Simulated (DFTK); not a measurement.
Runs of DFTK 0.8.2 on HPbNO4. The typed cell holds 7 atoms: a = 3.858 Å, b = 5.535 Å, c = 6.055 Å, α = 106.62°, β = 93.97°, γ = 90.45°. The cell was built by a generator and needn't be a form met in nature.

```tsv
task	level	potentials or basis	k mesh	cutoff (eV)	smearing	mesh quality	gap on the mesh (eV)	pressure (GPa)	largest force (eV/Å)
band structure	PBE	dojo.nc.sr.pbe.v0_4_1.standard.upf (PBE)	4 × 3 × 3	1143	fermi-dirac 0.05 eV	not flagged	(c)	0.0	0.21
single point	PBE	dojo.nc.sr.pbe.v0_4_1.standard.upf (PBE)	5 × 3 × 3	1143	fermi-dirac 0.1 eV	not flagged	3.19	0.0	0.21
band structure	PBE	in-house norm-conserving set (PBE, scalar relativistic)	5 × 3 × 3	1252	fermi-dirac 0.05 eV	not flagged	(a)	0.0	0.04
single point	PBE	dojo.nc.sr.pbe.v0_4_1.standard.upf (PBE)	5 × 3 × 3	1143	methfessel-paxton order 2 0.1 eV	not flagged	3.19	0.0	0.21
band structure	PBE	SPMS 1.0 (PBE)	5 × 3 × 3	1225	fermi-dirac 0.05 eV	not flagged	3.19	(b)	0.17
single point	PBE	dojo.nc.sr.pbe.v0_4_1.standard.upf (PBE)	7 × 5 × 5	1143	fermi-dirac 0.05 eV	not flagged	3.13	0.0	0.21
band structure	PBE	SG15 1.2 (PBE)	5 × 3 × 3	1225	fermi-dirac 0.05 eV	not flagged	3.19	0.1	0.11
```

Alike in all rows: no spin polarisation; cell as given.

Task: Fill in the values left out.

Result: (a) 3.22; (b) -0.1; (c) 3.20.

Caveats: spin-orbit coupling is left out, which as a rule narrows the gap of such compounds by several tenths of an eV; the mesh misses the band edges, which the band path finds closer together (some runs); an odd mesh through Γ misses points on the zone boundary, where band edges often lie (some runs); the real-space grid adds noise to forces (some runs).

A k mesh can miss the band edges, and the runs leave out spin-orbit coupling on Pb.

Not every run made on this cell is shown here.
